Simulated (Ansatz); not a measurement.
# MoS2: a single-point run

Aim: a sound single-point run of MoS2. The structure is shown as the input types it. The cell is built on a prototype (fluorite) and needn't be the phase found in nature.

Method: density functional or hybrid calculation with the settings of its input, plane waves (as first typed), in Ansatz 0.2.0.

6 further runs of the same task are left out: 2 for a known fault of the program, 4 that didn't finish.

**1. The system as given**

It takes space group Fm-3m (No. 225, cubic). Conventional cell: a = 5.865 Å, b = 5.865 Å, c = 5.865 Å, α = 90.00°, β = 90.00°, γ = 90.00°. Mo (site symmetry m-3m) has 8 S at 2.54 Å as nearest neighbours. Around S (site symmetry -43m) lie 4 Mo at 2.54 Å.

Coordinates:

```
CELL_PARAMETERS angstrom
0.00000 2.93240 2.93240
2.93240 0.00000 2.93240
2.93240 2.93240 0.00000
ATOMIC_POSITIONS crystal
Mo 0.00000 0.00000 0.00000
S 0.25000 0.25000 0.25000
S 0.75000 0.75000 0.75000
```

**2. Input and run**

Contents of input.yaml:

```yaml
crystal:
  lattice:
    - [0.0, 2.9323968606, 2.9323968606]
    - [2.9323968606, 0.0, 2.9323968606]
    - [2.9323968606, 2.9323968606, 0.0]
  atoms:
    - { symbol: Mo, position: [0.0, 0.0, 0.0] }
    - { symbol: S, position: [0.25, 0.25, 0.25] }
    - { symbol: S, position: [0.75, 0.75, 0.75] }
kpoints:
  mp_grid: { grid: [6, 6, 6] }
hamiltonian:
  xc: pbesol
scf:
  occupations: { method: fermi_dirac, width: 0.02 }
  n_extra_bands: 4
  max_iter: 78
output:
  forces: true
  stress: true
  eigenvalues: true
basis:
  ecutwfc: 160
```

Started as:

```bash
$ ansatz run input.yaml --threads 4 --pin off --max-ram 3686MiB --backend cpu --events-out ev --progress --plain --runs-dir out
```

Q: Will this input give a usable result? If not, why, and what should change?

The run converged and reported no error, with warnings (cutoff below recommended). It gives a pressure of -16 GPa, which is large.

In the input, basis.ecutwfc is 160. The cutoff lies far under what these potentials need. The potentials' recommended cutoff is 420 eV.

To check: delete basis.ecutwfc (the default then holds).
